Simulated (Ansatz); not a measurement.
Working through relaxations under a series of pressures of Pb2O, space group Pn-3m

Computed with the Ansatz DFT code, driven from Python.

The cells in order, each with its output:

```python
import ansatz as az
import numpy as np
```

```python
def edges_and_angles(cell):
    cell = np.asarray(cell)
    a, b, c = np.linalg.norm(cell, axis=1)
    cosines = cell[1] @ cell[2] / (b * c), cell[0] @ cell[2] / (a * c), cell[0] @ cell[1] / (a * b)
    return (a, b, c, *np.degrees(np.arccos(cosines)))
```

```python
xtal = (
    az.Lattice.from_parameters(5.38, 5.38, 5.38, alpha=90.0, beta=90.0, gamma=90.0)
    .atom("Pb", [0.25, 0.25, 0.25])
    .atom("Pb", [0.75, 0.75, 0.25])
    .atom("Pb", [0.25, 0.75, 0.75])
    .atom("Pb", [0.75, 0.25, 0.75])
    .atom("O", [0.0, 0.0, 0.0])
    .atom("O", [0.5, 0.5, 0.5])
)
```

```python
len(xtal.resolved().sites)
```

    6

```python
calc = (
    xtal.calculation()
    .functional(az.Functional.PBESOL)
    .kpoints(mesh=(4, 4, 4))
    .occupations(az.OccupationsMethod.FERMI_DIRAC, width=0.15)
)
```

```python
rows = []
for pressure in [0, 10, 20, 30, 40]:
    done = calc.relax(cell=True, pressure=pressure, force_tolerance=0.05, max_steps=100).run(threads=1, pin="off")
    cell = done.lattice.cell_ang
    n_atoms = len(done.lattice.sites)
    volume = abs(np.linalg.det(cell)) / n_atoms
    enthalpy = done.report["free_energy_ev"] / n_atoms + pressure * volume / 160.21766
    rows.append((pressure, volume, enthalpy, *edges_and_angles(cell)))
    print(f"{pressure} GPa done: {volume:.4f} A^3/atom")
```

    DeckWarning: basis.ecutwfc = 420 eV, auto-derived from the records' recommended cutoffs: set by Pb (normal level)
    0 GPa done: 25.9057 A^3/atom
    10 GPa done: 22.6371 A^3/atom
    20 GPa done: 20.7214 A^3/atom
    30 GPa done: 19.3927 A^3/atom
    40 GPa done: 18.3895 A^3/atom

```python
print(" P (GPa)  V (A^3/atom)  H (eV/atom)     a       b       c")
for row in rows:
    print("{:8.1f} {:12.4f} {:14.5f} {:7.4f} {:7.4f} {:7.4f}".format(*row[:6]))
p, v = np.array([row[0] for row in rows], float), np.array([row[1] for row in rows])
print("mean bulk modulus between rows (GPa):", np.round(-np.diff(p) / np.diff(np.log(v)), 1))
```

     P (GPa)  V (A^3/atom)  H (eV/atom)     a       b       c
         0.0      25.9057    -8023.11334  5.3767  5.3767  5.3767
        10.0      22.6371    -8021.60958  5.1403  5.1403  5.1403
        20.0      20.7214    -8020.26068  4.9910  4.9910  4.9910
        30.0      19.3927    -8019.01095  4.8820  4.8820  4.8820
        40.0      18.3895    -8017.83316  4.7963  4.7963  4.7963
    mean bulk modulus between rows (GPa): [ 74.1 113.1 150.9 188.3]

The volume falls from 25.91 Å³ an atom at 0 GPa to 18.39 at 40 GPa, by 29.0 %. Between 0 and 10 GPa, -V dP/dV is about 74 GPa, a mean over that step.

Total energies depend on the potentials; only differences at equal settings carry meaning. At a fixed pressure a relaxation lowers the enthalpy F + PV, while F alone can rise. For a metal this k-point mesh is coarse: on a finer one energies can move by several to tens of meV an atom and pressures by half a GPa or more, differences at one mesh by less. The smearing is wide enough that free energy and stress hold a thermal part of the electrons. Spin-orbit coupling, which matters for elements this heavy, is left out. The structure is a deposited one; some such entries were measured under pressure or heat, so a shift against it needn't be the functional's error alone. Warnings are shown shortened and without file and line. Symmetry holds the cell in this phase, whether or not it is the stable one at each pressure. Timing: 120 s on 1 thread of Arm Neoverse V2, with other jobs on the host, peak memory 0.48 GiB.
